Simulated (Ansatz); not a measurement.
# CH₄BBr, SMILES CBBr: the interaction energy of a dimer with the counterpoise correction

Computed with Ansatz 0.2.0, Python API.

The cells in order, each with its output:

```python
from dataclasses import dataclass

import ansatz
```

```python
@dataclass
class RunConfig:
    basis_set: str = "def2-SVP"
    functional: str = "pbe0"
    vdw: str = "d3bj"
```

```python
cfg = RunConfig()
```

```python
FIRST = [
    ("C", (-0.6098, 0.3534, -0.0358)),
    ("B", (0.7318, -0.3562, -0.1359)),
    ("Br", (1.3125, -1.5099, 1.3633)),
    ("H", (-1.3995, -0.3349, 0.0614)),
    ("H", (-0.8211, 0.9806, -0.9907)),
    ("H", (-0.657, 1.096, 0.8262)),
    ("H", (1.4434, -0.2291, -1.0887)),
]
SECOND = [
    ("C", (-3.7995, -0.8908, 0.9203)),
    ("B", (-4.4761, -1.7355, 1.9889)),
    ("Br", (-5.9128, -0.9202, 3.0783)),
    ("H", (-4.4916, -0.559, 0.2008)),
    ("H", (-2.99, -1.5041, 0.3558)),
    ("H", (-3.2485, 0.0095, 1.3476)),
    ("H", (-4.1584, -2.8707, 2.1911)),
]
```

```python
def energy(atoms, ghosts=()):
    molecule = ansatz.Crystal.molecule()
    for symbol, xyz in atoms:
        molecule = molecule.atom(symbol, xyz)
    calc = (
        molecule.calculation()
        .basis(gaussian=cfg.basis_set)
        .functional(cfg.functional, dispersion=cfg.vdw)
    )
    deck = calc.input()
    if ghosts:
        deck = deck.set(ansatz.key.basis.gaussian.ghost_atoms, [{"symbol": s, "position_ang": list(xyz)} for s, xyz in ghosts])
    return ansatz.Session.from_dict(deck).plan().execute().report["free_energy_ev"]
```

```python
both = energy(FIRST + SECOND)
alone = energy(FIRST) + energy(SECOND)
ghosted = energy(FIRST, SECOND) + energy(SECOND, FIRST)
print(f"dimer {both:.6f} eV")
print(f"interaction, uncorrected   {23.060548 * (both - alone):8.3f} kcal/mol")
print(f"interaction, counterpoise  {23.060548 * (both - ghosted):8.3f} kcal/mol")
print(f"basis-set superposition    {23.060548 * (alone - ghosted):8.3f} kcal/mol")
```

    dimer -143610.821713 eV
    interaction, uncorrected      0.101 kcal/mol
    interaction, counterpoise     0.400 kcal/mol
    basis-set superposition       0.299 kcal/mol

Uncorrected it is 0.101 kcal/mol, with the counterpoise correction 0.400 kcal/mol; the difference, 0.299 kcal/mol, is the superposition error. In this basis both values are repulsive.

Notes:
- Total energies depend on the basis set; only differences at equal settings carry meaning.
- The dimer is a generated trial pose of unrelaxed monomers, not a minimum, so the figure is no binding energy, and the basis set is small.
- Hardware and time: 16 s on 1 thread of INTEL(R) XEON(R) PLATINUM 8581C CPU @ 2.10GHz (Emerald Rapids), on a shared host, peak memory 0.51 GiB.
